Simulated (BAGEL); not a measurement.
# A workflow on C4H12Ge (SMILES [CH3][Ge]([CH3])([CH3])[CH3])

Wanted: the energy (HF/6-31G*), then a single-point energy (NEVPT2(2,2)/6-31G*) of C4H12Ge. 

The results are computed with BAGEL 1.2.2.

1 further run of the same task is left out (set aside as unsound or not needed).

## Step 1: Starting point

C4H12Ge: 17 atoms, total charge 0, spin state singlet. SMILES: `[CH3][Ge]([CH3])([CH3])[CH3]`. The C1–Ge2 distance was set to 2.644 Å, away from the relaxed value.

Bond lengths: Ge2–C3 1.959 Å, Ge2–C4 1.959 Å, Ge2–C5 1.959 Å, C1–H6 1.092 Å, C1–H7 1.092 Å, C1–H8 1.092 Å, C3–H9 1.092 Å, C3–H10 1.092 Å, C3–H11 1.092 Å, C4–H12 1.092 Å, C4–H13 1.092 Å, C4–H14 1.092 Å, C5–H15 1.092 Å, C5–H16 1.092 Å, C5–H17 1.092 Å. Some angles: C3–Ge2–C4 109.5°, C3–Ge2–C5 109.5°, C4–Ge2–C5 109.5°, Ge2–C3–H9 110.7°, Ge2–C3–H10 110.7°, Ge2–C3–H11 110.7°, Ge2–C4–H12 110.7°, Ge2–C4–H13 110.7°, Ge2–C4–H14 110.7°, Ge2–C5–H15 110.7°. A long bond or contact: C1–Ge2 2.644 Å.

## Step 2: A single-point energy at HF/6-31G(d) (density fitting with svp-jkfit, spherical functions) (run 1)

hf.json

```json
{ "bagel": [

{
  "title": "molecule",
  "basis": "6-31gs.json",
  "df_basis": "svp-jkfit",
  "geometry": [
    { "atom": "C", "xyz": [ -0.93744967,  1.83206680, -4.55332533 ] },
    { "atom": "Ge", "xyz": [ -0.00009449,  0.00011338,  0.00007559 ] },
    { "atom": "C", "xyz": [  3.59027177,  0.43287956,  0.78888507 ] },
    { "atom": "C", "xyz": [ -0.85544122, -3.60015503,  0.08163617 ] },
    { "atom": "C", "xyz": [ -2.04039399,  1.81014976,  2.50231864 ] },
    { "atom": "H", "xyz": [ -0.47354080,  3.84069449, -4.63957243 ] },
    { "atom": "H", "xyz": [  0.18347918,  0.84804861, -5.97897252 ] },
    { "atom": "H", "xyz": [ -2.93201780,  1.60824764, -5.03165281 ] },
    { "atom": "H", "xyz": [  4.01833253, -0.31180481,  2.66491068 ] },
    { "atom": "H", "xyz": [  4.10803783,  2.42980985,  0.75254563 ] },
    { "atom": "H", "xyz": [  4.76296021, -0.56402656, -0.58524818 ] },
    { "atom": "H", "xyz": [ -0.48029279, -4.39544627,  1.94821315 ] },
    { "atom": "H", "xyz": [  0.26178376, -4.64547594, -1.30273940 ] },
    { "atom": "H", "xyz": [ -2.85254159, -3.88393521, -0.35241502 ] },
    { "atom": "H", "xyz": [ -4.05168619,  1.59320920,  2.09619760 ] },
    { "atom": "H", "xyz": [ -1.68170507,  1.08130129,  4.39898006 ] },
    { "atom": "H", "xyz": [ -1.59173521,  3.82403089,  2.48824018 ] }
  ]
},
{
  "title": "hf"
},
{
  "title": "print",
  "file": "orbitals.molden",
  "orbitals": true
}

]}
```

The basis set 6-31G* is read from a file made from the Basis Set Exchange's data (not shown).

The run is started by

```console
$ BAGEL_NUM_THREADS=1 BAGEL hf.json > hf.out
```

The program printed:

```text
* using 1 threads per process

  ===============================================================
  ===============================================================

  *** Geometry ***

  { "atom" : "C", "xyz" : [     -0.937450,      1.832067,     -4.553325 ] },
  { "atom" : "Ge", "xyz" : [     -0.000094,      0.000113,      0.000076 ] },
  { "atom" : "C", "xyz" : [      3.590272,      0.432880,      0.788885 ] },
  { "atom" : "C", "xyz" : [     -0.855441,     -3.600155,      0.081636 ] },
  { "atom" : "C", "xyz" : [     -2.040394,      1.810150,      2.502319 ] },
  { "atom" : "H", "xyz" : [     -0.473541,      3.840694,     -4.639572 ] },
  { "atom" : "H", "xyz" : [      0.183479,      0.848049,     -5.978973 ] },
  { "atom" : "H", "xyz" : [     -2.932018,      1.608248,     -5.031653 ] },
  { "atom" : "H", "xyz" : [      4.018333,     -0.311805,      2.664911 ] },
  { "atom" : "H", "xyz" : [      4.108038,      2.429810,      0.752546 ] },
  { "atom" : "H", "xyz" : [      4.762960,     -0.564027,     -0.585248 ] },
  { "atom" : "H", "xyz" : [     -0.480293,     -4.395446,      1.948213 ] },
  { "atom" : "H", "xyz" : [      0.261784,     -4.645476,     -1.302739 ] },
  { "atom" : "H", "xyz" : [     -2.852542,     -3.883935,     -0.352415 ] },
  { "atom" : "H", "xyz" : [     -4.051686,      1.593209,      2.096198 ] },
  { "atom" : "H", "xyz" : [     -1.681705,      1.081301,      4.398980 ] },
  { "atom" : "H", "xyz" : [     -1.591735,      3.824031,      2.488240 ] },

  Number of auxiliary basis functions:      782

  Since a DF basis is specified, we compute 2- and 3-index integrals:
    o Being stored without compression. Storage requirement is 0.078 GB

  Number of basis functions:      112
  Number of electrons      :       68

    * METHOD: MOLECULE                             0.86

  *** RHF ***

  === Nuclear Repulsion ===
   377.2549713529

      * DIIS with orbital gradients will be used.

  === RHF iteration (6-31gs.json) ===
      0      -2233.29615204          0.01245982           0.29
      1      -2233.45499193          0.00498849           0.29
      2      -2233.48138943          0.00128245           0.28
      3      -2233.48361504          0.00045434           0.28
      4      -2233.48378894          0.00007503           0.30
      5      -2233.48380661          0.00002093           0.29
      6      -2233.48380804          0.00001045           0.29
      7      -2233.48380828          0.00000295           0.30
      8      -2233.48380831          0.00000077           0.29
      9      -2233.48380831          0.00000033           0.30
     10      -2233.48380831          0.00000012           0.30
     11      -2233.48380831          0.00000003           0.29
     12      -2233.48380831          0.00000001           0.29
    * SCF iteration converged.

    * Permanent dipole moment:
           (   -0.098455,     0.192435,    -0.478714) a.u.

    * METHOD: HF                                   4.40

    * METHOD: PRINT                                0.03

  ===============================================================
```

Run time: 5.7 s. Hardware: 1 thread of Arm Neoverse V1, shared host; peak memory 0.29 GiB.

## Step 3: A single-point energy at NEVPT2(2,2)/6-31G(d) (density fitting with svp-jkfit, spherical functions) (run 2)

nevpt2.json

```json
{ "bagel" : [

{
  "title" : "molecule",
  "basis" : "6-31gs.json",
  "df_basis" : "svp-jkfit",
  "angstrom" : false,
  "geometry" : [
    { "atom" : "C", "xyz" : [ -0.93744967,  1.83206680, -4.55332533 ] },
    { "atom" : "Ge", "xyz" : [ -0.00009449,  0.00011338,  0.00007559 ] },
    { "atom" : "C", "xyz" : [  3.59027177,  0.43287956,  0.78888507 ] },
    { "atom" : "C", "xyz" : [ -0.85544122, -3.60015503,  0.08163617 ] },
    { "atom" : "C", "xyz" : [ -2.04039399,  1.81014976,  2.50231864 ] },
    { "atom" : "H", "xyz" : [ -0.47354080,  3.84069449, -4.63957243 ] },
    { "atom" : "H", "xyz" : [  0.18347918,  0.84804861, -5.97897252 ] },
    { "atom" : "H", "xyz" : [ -2.93201780,  1.60824764, -5.03165281 ] },
    { "atom" : "H", "xyz" : [  4.01833253, -0.31180481,  2.66491068 ] },
    { "atom" : "H", "xyz" : [  4.10803783,  2.42980985,  0.75254563 ] },
    { "atom" : "H", "xyz" : [  4.76296021, -0.56402656, -0.58524818 ] },
    { "atom" : "H", "xyz" : [ -0.48029279, -4.39544627,  1.94821315 ] },
    { "atom" : "H", "xyz" : [  0.26178376, -4.64547594, -1.30273940 ] },
    { "atom" : "H", "xyz" : [ -2.85254159, -3.88393521, -0.35241502 ] },
    { "atom" : "H", "xyz" : [ -4.05168619,  1.59320920,  2.09619760 ] },
    { "atom" : "H", "xyz" : [ -1.68170507,  1.08130129,  4.39898006 ] },
    { "atom" : "H", "xyz" : [ -1.59173521,  3.82403089,  2.48824018 ] }
  ]
},
{ "title" : "hf" },
{ "title" : "casscf", "nstate" : 1, "nact" : 2, "nclosed" : 33, "active" : [34, 35], "maxiter" : 200, "natocc" : true },
{ "title" : "nevpt2", "nstate" : 1, "nact" : 2, "nclosed" : 33, "active" : [34, 35], "maxiter" : 200, "natocc" : true, "ncore" : 13 },
{ "title" : "print", "file" : "orbitals.molden", "orbitals" : true }

]}
```

The basis set 6-31G* is read from a file made from the Basis Set Exchange's data (not shown).

The run is started by

```console
$ BAGEL_NUM_THREADS=1 BAGEL nevpt2.json > nevpt2.out
```

The program printed:

```text
* using 1 threads per process

  ===============================================================
  ===============================================================

  *** Geometry ***

  { "atom" : "C", "xyz" : [     -0.937450,      1.832067,     -4.553325 ] },
  { "atom" : "Ge", "xyz" : [     -0.000094,      0.000113,      0.000076 ] },
  { "atom" : "C", "xyz" : [      3.590272,      0.432880,      0.788885 ] },
  { "atom" : "C", "xyz" : [     -0.855441,     -3.600155,      0.081636 ] },
  { "atom" : "C", "xyz" : [     -2.040394,      1.810150,      2.502319 ] },
  { "atom" : "H", "xyz" : [     -0.473541,      3.840694,     -4.639572 ] },
  { "atom" : "H", "xyz" : [      0.183479,      0.848049,     -5.978973 ] },
  { "atom" : "H", "xyz" : [     -2.932018,      1.608248,     -5.031653 ] },
  { "atom" : "H", "xyz" : [      4.018333,     -0.311805,      2.664911 ] },
  { "atom" : "H", "xyz" : [      4.108038,      2.429810,      0.752546 ] },
  { "atom" : "H", "xyz" : [      4.762960,     -0.564027,     -0.585248 ] },
  { "atom" : "H", "xyz" : [     -0.480293,     -4.395446,      1.948213 ] },
  { "atom" : "H", "xyz" : [      0.261784,     -4.645476,     -1.302739 ] },
  { "atom" : "H", "xyz" : [     -2.852542,     -3.883935,     -0.352415 ] },
  { "atom" : "H", "xyz" : [     -4.051686,      1.593209,      2.096198 ] },
  { "atom" : "H", "xyz" : [     -1.681705,      1.081301,      4.398980 ] },
  { "atom" : "H", "xyz" : [     -1.591735,      3.824031,      2.488240 ] },

  Number of auxiliary basis functions:      782

  Since a DF basis is specified, we compute 2- and 3-index integrals:
    o Being stored without compression. Storage requirement is 0.078 GB

  Number of basis functions:      112
  Number of electrons      :       68

    * METHOD: MOLECULE                             0.86

  *** RHF ***

  === Nuclear Repulsion ===
   377.2549713529

      * DIIS with orbital gradients will be used.

  === RHF iteration (6-31gs.json) ===
      0      -2233.29615204          0.01245982           0.29
      1      -2233.45499193          0.00498849           0.29
      2      -2233.48138943          0.00128245           0.29
      3      -2233.48361504          0.00045434           0.28
      4      -2233.48378894          0.00007503           0.28
      5      -2233.48380661          0.00002093           0.28
      6      -2233.48380804          0.00001045           0.28
      7      -2233.48380828          0.00000295           0.28
      8      -2233.48380831          0.00000077           0.28
      9      -2233.48380831          0.00000033           0.28
     10      -2233.48380831          0.00000012           0.28
     11      -2233.48380831          0.00000003           0.28
     12      -2233.48380831          0.00000001           0.29
    * SCF iteration converged.

    * Permanent dipole moment:
           (   -0.098455,     0.192435,    -0.478714) a.u.

    * METHOD: HF                                   4.29

  ---------------------------
      CASSCF calculation
  ---------------------------

    ==== Active orbitals : =====
         Orbital 34
         Orbital 35
    ============================

    * nstate   :      1
    * nclosed  :     33
    * nact     :      2
    * nvirt    :     77
  === CASSCF iteration (6-31gs.json) ===

    * Using the second-order algorithm

      0  0     -2233.49691166     1.30e-03      0.07

      1  0     -2233.51039904     6.35e-04      1.23

      2  0     -2233.51205429     1.74e-04      1.19

      3  0     -2233.51212369     7.09e-05      1.27

      4  0     -2233.51212770     2.74e-05      1.29

      5  0     -2233.51212810     9.90e-06      1.23

      6  0     -2233.51212815     3.47e-06      1.28

      7  0     -2233.51212815     1.20e-06      1.29

      8  0     -2233.51212815     4.15e-07      1.32

      9  0     -2233.51212815     1.43e-07      1.22

     10  0     -2233.51212815     4.94e-08      1.23

     11  0     -2233.51212815     1.70e-08      1.14

     12  0     -2233.51212815     5.87e-09      1.09

    * Second-order optimization converged. *

     guess   0:   closed 1.                   open ..

  === FCI iteration ===

      0  0     -2233.48260798     6.72e-02      0.00
      1  0     -2233.51211446     1.23e-03      0.00
      2  0 *   -2233.51212815     2.84e-17      0.00

     * ci vector, state   0, <S^2> = 0.0000
       2.     0.9767225462
       .2    -0.2145065682

    * METHOD: CASSCF                              15.50

    * freezing 13 orbitals

  === DF-NEVPT2 calculation ===

    * 3-index integral transformation done
    * assembly done

      NEVPT2 correlation energy:   -0.7532201886      0.60

          (+0)     -0.6794163516
          (+0)'    -0.0208771093
          (+1)     -0.0137805486
          (+1)'    -0.0000000000
          (+2)     -0.0005129438
          (-1)     -0.0352917184
          (-1)'     0.0000000000
          (-2)     -0.0033415169

      NEVPT2 total energy:       -2234.2653483425

    * METHOD: NEVPT2                               1.11

    * METHOD: PRINT                                0.03

  ===============================================================
```

It took 22 s on 1 thread of Arm Neoverse V1, shared host; peak memory 0.29 GiB.

## Step 4: Outcome

| quantity | value |
| --- | --- |
| run 1, HF/6-31G*: total energy | -2233.48381 Eh |
| run 1, HF/6-31G*: dipole moment | 1.34 D |
| run 1, HF/6-31G*: HOMO energy | -8.78 eV |
| run 1, HF/6-31G*: LUMO energy | 3.95 eV |
| run 1, HF/6-31G*: HOMO–LUMO gap | 12.73 eV |
| run 2, NEVPT2(2,2)/6-31G*: total energy | -2234.26535 Eh |
